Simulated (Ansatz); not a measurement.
# Li: the crystal squeezed far

Aim: compress Li (hcp type) step by step, far beyond the usual range, and follow pressure and electronic structure. The runs shown use PAW.

Method: DFT PBEsol, with the methods named in each step, in Ansatz 0.2.0.

### Step 1. The starting structure

Symmetry: P6_3/mmc, No. 194, hexagonal system. Conventional cell: a = 3.064 Å, b = 3.064 Å, c = 4.963 Å, α = 90.00°, β = 90.00°, γ = 120.00°. Li (site symmetry -6m2) has 12 Li at 3.05 to 3.06 Å in its first shell of neighbours.

As a file:

```cif
data_structure
_symmetry_space_group_name_H-M 'P6_3/mmc'
_symmetry_Int_Tables_number 194
_cell_length_a 3.0637
_cell_length_b 3.0637
_cell_length_c 4.9632
_cell_angle_alpha 90.000
_cell_angle_beta 90.000
_cell_angle_gamma 120.000
_cell_volume 40.34
loop_
_atom_site_label
_atom_site_type_symbol
_atom_site_symmetry_multiplicity
_atom_site_Wyckoff_symbol
_atom_site_fract_x
_atom_site_fract_y
_atom_site_fract_z
_atom_site_occupancy
Li1 Li 2 c 0.33333 0.66667 0.25000 1
```

The file gives the conventional cell by its symmetry; the runs use the cell typed in the input.

Whether this phase is the stable one at these pressures isn't tested.

Atoms are numbered in the order of the input: Li1, Li2.

### Step 2. Cell relaxed at zero pressure, PAW

input.yaml reads:

```yaml
crystal:
  lattice:
    - [3.0636873002, 0.0, 0.0]
    - [-1.5318436501, 2.6532310312, 0.0]
    - [0.0, 0.0, 4.9631734262]
  atoms:
    - { symbol: Li, position: [0.3333333333, 0.6666666667, 0.25] }
    - { symbol: Li, position: [0.6666666667, 0.3333333333, 0.75] }
kpoints:
  mp_grid: { grid: [14, 14, 8] }
scf:
  occupations: { method: fermi_dirac, width: 0.1 }
hamiltonian:
  xc: pbesol
  pseudopotentials: { kind: paw }
output:
  forces: true
  stress: true
  write_density: true
  write_potential: true
  elf: true
  volumetric_format: npy
relax:
  f_tol: 0.005
  max_steps: 40
  cell: {}
```

Started as:

```sh
> ansatz run input.yaml --threads 1 --pin off --max-ram 2048MiB --backend cpu --events-out ev --progress --plain --runs-dir out
```

After this run come: Volume scaled by 1, PAW; Shape and atoms relaxed at 0.88 of the volume, PAW; Volume scaled by 0.88, PAW; Volume scaled by 0.88, PAW (level accurate); Shape and atoms relaxed at 0.78 of the volume, PAW; Volume scaled by 0.78, PAW; Shape and atoms relaxed at 0.68 of the volume, PAW; Volume scaled by 0.68, PAW; Shape and atoms relaxed at 0.58 of the volume, PAW; Volume scaled by 0.58, PAW; Shape and atoms relaxed at 0.5 of the volume, PAW; Volume scaled by 0.5, PAW; Shape and atoms relaxed at 0.43 of the volume, PAW; Volume scaled by 0.43, PAW.

What does the calculation give? Wanted: PAW pressure at 0.43 of the volume; fitted bulk modulus at zero pressure.

As calculated:

| quantity | value |
| --- | --- |
| PAW pressure at 0.43 of the volume | 47.1 GPa |
| fitted bulk modulus at zero pressure (PAW) | 12.6 GPa |
| its pressure derivative | 3.64 |

In words: By PAW the pressure climbs to 47 GPa at 0.43 of the first volume. One third-order Birch-Murnaghan curve follows these points (B₀ = 12.6 GPa, B′ = 3.64, misfit at most 0.11 GPa). A fit over so wide a range leans to the high pressures, so B₀ can be off by several per cent. No all-electron run checks these rows here, and frozen cores can fail under such compression. The ions are at rest, and the electrons smeared by 0.1 eV.
